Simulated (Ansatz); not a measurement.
# BCl2FH5NO: the cost of one run

Method: RKS BHLYP/def2-SVP, in Ansatz 0.2.0.

## Step 1: The structure to begin with

Bond lengths: B1–O2 1.746 Å, B1–Cl3 1.744 Å, B1–Cl4 1.767 Å, B1–N6 1.802 Å, O2–H9 0.960 Å, N6–H10 1.010 Å, N6–H11 1.010 Å. Angles: B1–O2–H9 106.9°, O2–B1–Cl3 107.9°, O2–B1–Cl4 106.9°, O2–B1–N6 101.7°, Cl3–B1–Cl4 120.4°, Cl3–B1–N6 109.4°, Cl4–B1–N6 108.9°, B1–N6–H10 110.2°, B1–N6–H11 109.4°, H10–N6–H11 110.6°.

Structure file:

```xyz
11

B     0.0803   -1.0181   -0.2250
O     1.1408    0.1089   -1.0339
Cl   -0.8848   -1.8118   -1.4411
Cl    1.0838   -1.9648    0.8797
H    -0.5638    1.3180    0.4017
N    -0.9631    0.0891    0.7399
H     0.7328    1.2738   -0.7264
F     0.1225    2.1375   -0.1556
H     2.0128   -0.0022   -0.6478
H    -0.8313   -0.0799    1.7271
H    -1.9298   -0.0505    0.4815
```

## Step 2: Pulling towards end A

Springs on the bonds that form and break draw the guess towards this end; the thresholds are loose.

Input file input.yaml:

```yaml
crystal:
  periodic: [false, false, false]
  atoms:
    - { symbol: B, position_ang: [0.0803, -1.0181, -0.225] }
    - { symbol: O, position_ang: [1.1408, 0.1089, -1.0339] }
    - { symbol: Cl, position_ang: [-0.8848, -1.8118, -1.4411] }
    - { symbol: Cl, position_ang: [1.0838, -1.9648, 0.8797] }
    - { symbol: H, position_ang: [-0.5638, 1.318, 0.4017] }
    - { symbol: "N", position_ang: [-0.9631, 0.0891, 0.7399] }
    - { symbol: H, position_ang: [0.7328, 1.2738, -0.7264] }
    - { symbol: F, position_ang: [0.1225, 2.1375, -0.1556] }
    - { symbol: H, position_ang: [2.0128, -0.0022, -0.6478] }
    - { symbol: H, position_ang: [-0.8313, -0.0799, 1.7271] }
    - { symbol: H, position_ang: [-1.9298, -0.0505, 0.4815] }
basis:
  gaussian: { orbitals: def2-SVP }
hamiltonian:
  xc: { name: BHLYP }
relax:
  f_tol: 0.15
  max_steps: 25
  restrain:
    - { distance: [0, 5], at: 2.85, k: 30.0 }
    - { distance: [4, 7], at: 2.18, k: 30.0 }
    - { distance: [6, 1], at: 2.27, k: 30.0 }
    - { distance: [0, 1], at: 1.5, k: 30.0 }
    - { distance: [4, 5], at: 1.02, k: 30.0 }
    - { distance: [6, 7], at: 0.88, k: 30.0 }
```

The run is started by

```bash
ansatz run input.yaml --threads 2 --pin off --max-ram 3072MiB --backend cpu --events-out ev --progress --plain --runs-dir out
```

What time and memory should one allow on 2 threads of AMD EPYC 7R13 (Zen 3), shared host?

About 28 s, with a peak of 0.31 GiB.
